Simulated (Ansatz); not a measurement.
# Cl3H2Si: the cost of one run

Program: Ansatz 0.2.0. Level of theory: UKS PBE0-D4/def2-SVP. These are calculated values, not measurements.

## Step 1: The starting structure

Bond lengths: Si2–Cl3 2.031 Å, Si2–Cl4 2.031 Å, Si2–Cl5 2.030 Å. Angles: Cl3–Si2–Cl4 109.2°, Cl3–Si2–Cl5 107.9°, Cl4–Si2–Cl5 107.9°.

Structure file:

```xyz
6

H    -1.0132   -0.7971    0.6096
Si    0.1308    0.4334   -0.2294
Cl    0.8047   -0.8701   -1.6339
Cl    1.4738    0.5319    1.2910
Cl    0.0210    2.2704   -1.0861
H    -1.4172   -1.5685    1.0489
```

## Step 2: A restrained relaxation towards end A

Springs on the bonds that form and break draw the guess towards this end; the thresholds are loose.

File input.yaml:

```yaml
crystal:
  periodic: [false, false, false]
  atoms:
    - { symbol: H, position_ang: [-1.0132, -0.7971, 0.6096] }
    - { symbol: Si, position_ang: [0.1308, 0.4334, -0.2294] }
    - { symbol: Cl, position_ang: [0.8047, -0.8701, -1.6339] }
    - { symbol: Cl, position_ang: [1.4738, 0.5319, 1.291] }
    - { symbol: Cl, position_ang: [0.021, 2.2704, -1.0861] }
    - { symbol: H, position_ang: [-1.4172, -1.5685, 1.0489] }
magnetization:
  spin_polarized: true
  initial_magnetization: 1
basis:
  gaussian: { orbitals: def2-SVP }
hamiltonian:
  xc: pbe0
  dispersion: d4
relax:
  f_tol: 0.15
  max_steps: 25
  restrain:
    - { distance: [0, 5], at: 1.92, k: 30.0 }
    - { distance: [1, 0], at: 1.42, k: 30.0 }
```

Started as:

```bash
ansatz run input.yaml --threads 2 --pin off --max-ram 3072MiB --backend cpu --events-out ev --progress --plain --runs-dir out
```

**Question.** How long does this run take on 2 threads of Arm Neoverse V2, shared host, and how much memory does it need?

About 27 s, with a peak of 0.25 GiB.
